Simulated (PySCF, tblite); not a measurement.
# C₄H₁₀Ge: geometry, infrared bands and NMR shifts

Wanted: the infrared bands and NMR shifts of C₄H₁₀Ge (`C[C@@H]1C[C@H]1[GeH3]`), by calculation.

Computed with tblite 0.8.0 and PySCF 2.14.0, with density-fitted response routines of our own, on a single molecule in the gas phase. Atoms are numbered from 0 throughout.

**1. The molecule as given**

15 atoms, charge 0, multiplicity 1; geometry from: force field or distance geometry start.

Bonds of the start (Å): C0–C1 1.50, C1–C2 1.49, C2–C3 1.48, C3–Ge4 1.94, C3–C1 1.53, C0–H5 1.12, C0–H6 1.10, C0–H7 1.12, C1–H8 1.11, C2–H9 1.11, C2–H10 1.11, C3–H11 1.11, Ge4–H12 1.56, Ge4–H13 1.55, Ge4–H14 1.56.

**2. Relaxing the molecule with GFN2-xTB**

The job: settings as JSON, then the geometry in Å.

```
{"job": {"kind": "relax", "xc": "GFN2-xTB", "basis": "xTB"}, "charge": 0, "multiplicity": 1}
C     -1.902200    -0.554000     0.203400
C     -0.734000     0.380100     0.193400
C     -0.169400     0.945100    -1.061900
C      0.473500    -0.258600    -0.488200
Ge     2.078100    -0.133500     0.590600
H     -2.788500    -0.082200     0.709600
H     -2.153900    -0.967100    -0.788400
H     -1.618200    -1.407300     0.865000
H     -0.512500     0.947800     1.116600
H      0.367600     1.904300    -0.923700
H     -0.732500     0.801100    -2.010600
H      0.286300    -1.217800    -1.023500
H      2.166600    -1.421500     1.464600
H      3.275400    -0.037600    -0.390000
H      1.959300     1.109300     1.521200
```

The run is started by

```
OMP_NUM_THREADS=1 python probes_run.py task.json out
```

The driver reads the jobs from task.json and runs them one after another.

The program printed:

```text
step      E/eV     max force
  0    -422.74707    1.632
  1    -422.87382    0.713
  2    -422.95382    0.581
  3    -422.99783    0.538
  4    -423.02028    0.339
  5    -423.03198    0.333
  6    -423.04838    0.330
  7    -423.06236    0.395
  8    -423.07716    0.402
  9    -423.09029    0.293
 10    -423.10124    0.271
 11    -423.10922    0.237
 12    -423.11513    0.209
 13    -423.12017    0.176
 14    -423.12453    0.179
 15    -423.12748    0.161
 16    -423.12968    0.143
 17    -423.13210    0.154
 18    -423.13510    0.198
 19    -423.13811    0.150
 20    -423.14041    0.117
 21    -423.14227    0.126
 22    -423.14456    0.181
 23    -423.14742    0.204
 24    -423.14987    0.135
 25    -423.15120    0.091
 26    -423.15195    0.077
 27    -423.15274    0.091
 28    -423.15393    0.112
 29    -423.15553    0.121
 30    -423.15742    0.110
 31    -423.15947    0.107
 32    -423.16159    0.123
 33    -423.16355    0.116
 34    -423.16518    0.109
 35    -423.16661    0.105
 36    -423.16803    0.093
 37    -423.16928    0.088
 38    -423.17004    0.053
 39    -423.17042    0.048
 40    -423.17072    0.043
 41    -423.17104    0.064
 42    -423.17128    0.052
 43    -423.17142    0.026
 44    -423.17148    0.027
 45    -423.17155    0.025
 46    -423.17163    0.034
 47    -423.17172    0.031
 48    -423.17179    0.020
 49    -423.17183    0.020
 50    -423.17186    0.018
 51    -423.17192    0.025
 52    -423.17201    0.031
 53    -423.17211    0.027
 54    -423.17221    0.025
 55    -423.17230    0.027
 56    -423.17240    0.030
 57    -423.17256    0.039
 58    -423.17272    0.036
 59    -423.17284    0.026
 60    -423.17291    0.021
 61    -423.17298    0.018
 62    -423.17305    0.023
 63    -423.17310    0.018
 64    -423.17314    0.018
 65    -423.17316    0.016
 66    -423.17318    0.014
 67    -423.17321    0.020
 68    -423.17326    0.018
 69    -423.17329    0.014
 70    -423.17331    0.009
```

Wall time 0.28 s (1 thread of Arm Neoverse V2, shared host).

Relaxation path: (not every step is listed)

| step | energy from step 0 (eV) | largest force (eV/Å) |
| --- | --- | --- |
| 0 | 0.0000 | 1.6322 |
| 1 | -0.1268 | 0.7135 |
| 2 | -0.2067 | 0.5811 |
| 3 | -0.2508 | 0.5383 |
| 4 | -0.2732 | 0.3393 |
| 5 | -0.2849 | 0.3335 |
| 6 | -0.3013 | 0.3298 |
| 7 | -0.3153 | 0.3947 |
| 8 | -0.3301 | 0.4018 |
| 13 | -0.3731 | 0.1760 |
| 18 | -0.3880 | 0.1983 |
| 23 | -0.4004 | 0.2037 |
| 28 | -0.4069 | 0.1117 |
| 33 | -0.4165 | 0.1160 |
| 38 | -0.4230 | 0.0535 |
| 43 | -0.4244 | 0.0260 |
| 48 | -0.4247 | 0.0199 |
| 53 | -0.4250 | 0.0274 |
| 58 | -0.4257 | 0.0355 |
| 63 | -0.4260 | 0.0182 |
| 65 | -0.4261 | 0.0155 |
| 66 | -0.4261 | 0.0136 |
| 67 | -0.4261 | 0.0197 |
| 68 | -0.4262 | 0.0182 |
| 69 | -0.4262 | 0.0144 |
| 70 | -0.4262 | 0.0085 |

Distances of close pairs at the start and the end, largest changes first:

| bond | before (Å) | after (Å) | change (Å) |
| --- | --- | --- | --- |
| Ge4–H12 | 1.559 | 1.496 | -0.063 |
| Ge4–H14 | 1.557 | 1.495 | -0.062 |
| Ge4–H13 | 1.551 | 1.496 | -0.054 |
| C0–H5 | 1.124 | 1.089 | -0.035 |
| C2–H10 | 1.113 | 1.080 | -0.032 |
| C3–H11 | 1.114 | 1.084 | -0.030 |
| C0–H7 | 1.116 | 1.089 | -0.027 |
| C2–H9 | 1.108 | 1.082 | -0.026 |

The final coordinates are the input of the step that follows.

**3. Vibrational analysis with GFN2-xTB**

The job: settings as JSON, then the geometry in Å.

```
{"job": {"kind": "ir", "xc": "GFN2-xTB", "basis": "xTB"}, "charge": 0, "multiplicity": 1}
C     -2.040026    -0.554351     0.161703
C     -0.753340     0.223562     0.267540
C     -0.194914     0.920945    -0.927365
C      0.498085    -0.298979    -0.381090
Ge     2.215646    -0.113521     0.519120
H     -2.896458     0.106991     0.287566
H     -2.117297    -1.036201    -0.810558
H     -2.085250    -1.322974     0.931924
H     -0.632670     0.731080     1.219731
H      0.274738     1.884926    -0.785449
H     -0.723190     0.830088    -1.865517
H      0.375892    -1.204362    -0.965218
H      2.489016    -1.257750     1.443155
H      3.354932    -0.043528    -0.448229
H      2.230422     1.142065     1.330775
```

The program printed:

```text
mode    cm-1     km/mol
  1      68.9      0.01
  2     140.6      0.01
  3     172.3      0.10
  4     193.4      0.34
  5     293.2      2.40
  6     388.2      1.97
  7     484.6     59.07
  8     515.9     82.86
  9     622.2     46.71
 10     781.6    439.69
 11     840.1     54.55
 12     853.8     76.00
 13     859.9    118.44
 14     887.0      9.57
 15     919.3      5.39
 16     950.3      4.98
 17    1030.6     16.75
 18    1056.1      6.96
 19    1079.2      1.58
 20    1090.3      8.35
 21    1119.0      5.14
 22    1174.7      1.81
 23    1227.6      2.21
 24    1256.1      3.63
 25    1398.1      5.75
 26    1418.1      3.70
 27    1474.1      5.03
 28    1494.4      1.74
 29    1500.5      2.45
 30    1981.7    170.57
 31    2065.3    493.90
 32    2073.2    476.83
 33    3007.4      9.33
 34    3010.0     21.97
 35    3013.2     54.31
 36    3020.4     45.64
 37    3034.4     40.05
 38    3059.0     33.94
 39    3080.4     49.18
```

Run time: 0.29 s. Hardware: 1 thread of Arm Neoverse V2, shared host.

The strongest bands and the atoms that carry them (share of the mass-weighted mode):

```csv
cm⁻¹,km/mol,atoms
485,59.1,"H14 36 %, H13 21 %, H12 15 %"
516,82.9,"H12 36 %, H13 32 %"
782,439.7,"H14 35 %, H12 31 %, H13 30 %"
854,76.0,"H14 26 %, H12 14 %, H9 13 %"
860,118.4,"H12 42 %, H13 39 %"
1982,170.6,"H13 35 %, H12 34 %, H14 30 %"
2065,493.9,"H13 54 %, H12 43 %"
2073,476.8,"H14 67 %, H12 22 %"
```

**4. Shielding tensors: PBE0/pcSseg-1**

Same as in step 3 but for these lines:

```diff
@@ -1,2 +1,2 @@
-{"job": {"kind": "ir", "xc": "GFN2-xTB", "basis": "xTB"}, "charge": 0, "multiplicity": 1}
+{"job": {"kind": "nmr", "xc": "PBE0", "basis": "pcSseg-1"}, "charge": 0, "multiplicity": 1}
 C     -2.040026    -0.554351     0.161703
```

With the program's defaults for keys left out, this is: GIAO PBE0/pcSseg-1 NMR shielding, non-relativistic, gas phase.

The program printed:

```text
coarse grid: 52856 points
cycle   1  E = -2234.6426142723  dE = -1.764e-01  |g| = 8.862e-01  |ddm| = 3.417e+00
cycle   2  E = -2234.6157897070  dE =  2.682e-02  |g| = 9.021e-01  |ddm| = 9.376e-01
cycle   3  E = -2234.7073388722  dE = -9.155e-02  |g| = 9.446e-02  |ddm| = 6.202e-01
cycle   4  E = -2234.7089316685  dE = -1.593e-03  |g| = 3.497e-02  |ddm| = 1.129e-01
cycle   5  E = -2234.7092127653  dE = -2.811e-04  |g| = 5.024e-03  |ddm| = 3.443e-02
cycle   6  E = -2234.7092182805  dE = -5.515e-06  |g| = 1.363e-03  |ddm| = 6.907e-03
final grid: 111592 points
cycle   7  E = -2234.7092494411  dE =  1.856e-07  |g| = 1.690e-03  |ddm| = 3.588e-03
cycle   8  E = -2234.7092489254  dE =  5.157e-07  |g| = 2.260e-03  |ddm| = 3.548e-03
cycle   9  E = -2234.7092501341  dE = -1.209e-06  |g| = 1.141e-04  |ddm| = 1.952e-03
cycle  10  E = -2234.7092501373  dE = -3.181e-09  |g| = 2.332e-05  |ddm| = 1.564e-04
cycle  11  E = -2234.7092501373  dE = -9.504e-11  |g| = 2.076e-06  |ddm| = 2.057e-05
converged SCF energy = -2234.7092501373

GIAO shielding tensors (ppm)
atom      isotropic    diamagn.    paramagn.     s11        s22        s33       span
  0 C      164.685     245.070     -80.384    144.609    159.697    189.750     45.141
  1 C      172.558     250.559     -78.000    139.867    165.187    212.622     72.755
  2 C      174.512     252.384     -77.872    147.614    166.199    209.722     62.108
  3 C      184.244     253.794     -69.550    151.863    180.182    220.686     68.823
  4 Ge    1537.121    2754.468   -1217.347   1436.057   1482.702   1692.605    256.549
  5 H       29.966      28.385       1.581     25.025     27.011     37.863     12.837
  6 H       31.600      30.130       1.470     26.990     29.486     38.324     11.335
  7 H       29.979      29.277       0.702     24.915     27.769     37.252     12.337
  8 H       31.076      32.897      -1.821     23.434     30.559     39.236     15.803
  9 H       31.302      32.253      -0.951     24.749     28.998     40.160     15.412
 10 H       31.350      32.119      -0.769     25.473     27.998     40.579     15.106
 11 H       32.116      33.153      -1.037     24.361     29.928     42.060     17.699
 12 H       27.934      28.943      -1.009     20.975     22.900     39.926     18.951
 13 H       27.986      28.682      -0.696     21.035     22.706     40.218     19.183
 14 H       28.859      29.378      -0.519     21.862     24.621     40.094     18.232
```

Wall time 19 s (1 thread of Arm Neoverse V2, shared host); peak memory 0.81 GiB.

The references, computed at this level on geometries of the same kind, shield at (ppm): 1H TMS 31.72, 13C TMS 186.9, 73Ge GeMe4 1331. Their shielding less the atom's gives the shift. The references are single molecules in the gas phase. Atoms listed in one row are averaged.

| atoms | environment | σ (ppm) | δ (ppm) |
| --- | --- | --- | --- |
| C0 | methyl carbon | 164.7 | 22.2 |
| C1 | three-membered-ring carbon | 172.6 | 14.4 |
| C2 | three-membered-ring carbon | 174.5 | 12.4 |
| C3 | three-membered-ring carbon | 184.2 | 2.7 |
| H12, H13, H14 | hydrogen on a germanium bonded to C | 28.26 | 3.46 |
| H5, H6, H7 | hydrogen on a methyl carbon | 30.52 | 1.20 |
| H8 | hydrogen on a three-membered-ring carbon | 31.08 | 0.64 |
| H9 | hydrogen on a three-membered-ring carbon | 31.30 | 0.41 |
| H10 | hydrogen on a three-membered-ring carbon | 31.35 | 0.37 |
| H11 | hydrogen on a three-membered-ring carbon | 32.12 | -0.40 |
| Ge4 | germanium bonded to C, 3 H | 1537 | -206 |

Charges from the same density, by scheme (e):

```
atoms  Mulliken    IAO  Hirshfeld  ESP fit
   C0     -0.18  -0.41      -0.11    -0.54
   C1     -0.30  -0.11      -0.04     0.17
   C2     -0.13  -0.29      -0.09    -0.48
   C3     -0.50  -0.38      -0.13    -0.18
  Ge4      0.34   0.49       0.30     0.22
```

Mayer bond orders: C0–C1 1.05, C1–C2 0.95, C2–C3 0.93, C3–Ge4 0.89, C3–C1 0.89.

Ring of atoms C1, C2, C3: NICS(0) -45.4, NICS(1) -8.7, NICS(1)zz -22.9 ppm (means of both faces).

In rings of three or four atoms NICS is ruled by the nearby σ bonds, so it says little on aromaticity.

**5. Results**

```
                                                              quantity                                    value
                             strongest single infrared mode (GFN2-xTB)                    2065 cm⁻¹, 494 km/mol
                                          zero-point energy (GFN2-xTB)                            75.2 kcal/mol
                                13C shifts against TMS (PBE0/pcSseg-1)                22.2, 14.4, 12.4, 2.7 ppm
1H shifts against TMS (PBE0/pcSseg-1, means over atoms taken as alike)  3.46, 1.20, 0.64, 0.41, 0.37, -0.40 ppm
                             73Ge shifts against GeMe4 (PBE0/pcSseg-1)                                 -206 ppm
```

What this shows: Relaxing lowered the energy by 0.426 eV in 70 steps; the close pair that moved most is Ge4–H12, from 1.559 to 1.496 Å. No mode is imaginary among the 39: a minimum at this level. The strongest single mode, at 2065 cm⁻¹, moves mainly H13 and H12. GFN2-xTB is a fitted tight-binding method: band positions and strengths are rough. Its intensities can rank the bands wrongly. At PBE0/pcSseg-1: The largest span, 257 ppm, is at Ge4, where the paramagnetic term is -1217 ppm. Spin-orbit coupling is left out, which matters for shieldings and couplings at and beside the heavy atoms.
